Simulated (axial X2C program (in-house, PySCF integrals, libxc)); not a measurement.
**TlP⁻: EOM-EA-CCSD levels**

Aim: EOM-EA-CCSD levels of TlP⁻, with spin–orbit coupling in the Hamiltonian from the start.

Computed with an in-house X2C program for linear molecules on PySCF integrals. Level: two-component X2C with atomic mean-field terms, Tl dyall-acv3z, P dyall-av3z.

All values are calculated.

## Step 1: Input

Contents of task.json:

```json
{
 "zs": [
  81,
  15
 ],
 "q": -1,
 "bas": [
  "dyall-acv3z",
  "dyall-av3z"
 ],
 "r0": 2.44,
 "eom": "ea",
 "thr": -2.0,
 "nmax": 92,
 "grid": [
  1,
  0.96,
  1.045,
  0.92,
  1.09,
  1.15
 ],
 "rq": 0
}
```

Keys: zs atomic numbers; q charge; bas basis sets; r0 starting distance in Å; eom kind of EOM run; thr threshold in hartree for freezing inner shells (an s shell follows its p shell); nmax most natural virtual spinors; grid distances as factors.

Started as:

```
python soeom.py task.json out
```

The runs that follow: EOM-EA-CCSD at 2.692 Å.

Q: Predict the outcome of this session. Wanted: next root led by one particle; T1 of the reference.

The runs gave:

| quantity | value |
| --- | --- |
| lowest root at 2.692 Å | Ω = 1/2, 1.391 eV |
| next root led by one particle | Ω = 1/2, about 11630 cm⁻¹ higher |
| T1 of the reference | 0.014 |

In words: The added electron is bound by 1.39 eV in a spinor of 58% P pπ, 23% Tl pπ, 8% P pσ. The closed-shell reference lies 0.88 eV above the lowest determinant found, so these energies count from an excited configuration. Errors of 0.1 to 0.3 eV are usual at this size, and roots led by higher excitations are left out, so the list is incomplete, and low states of that kind can be missing. T1 or the largest double amplitude of the reference is raised, which lowers the reliability.
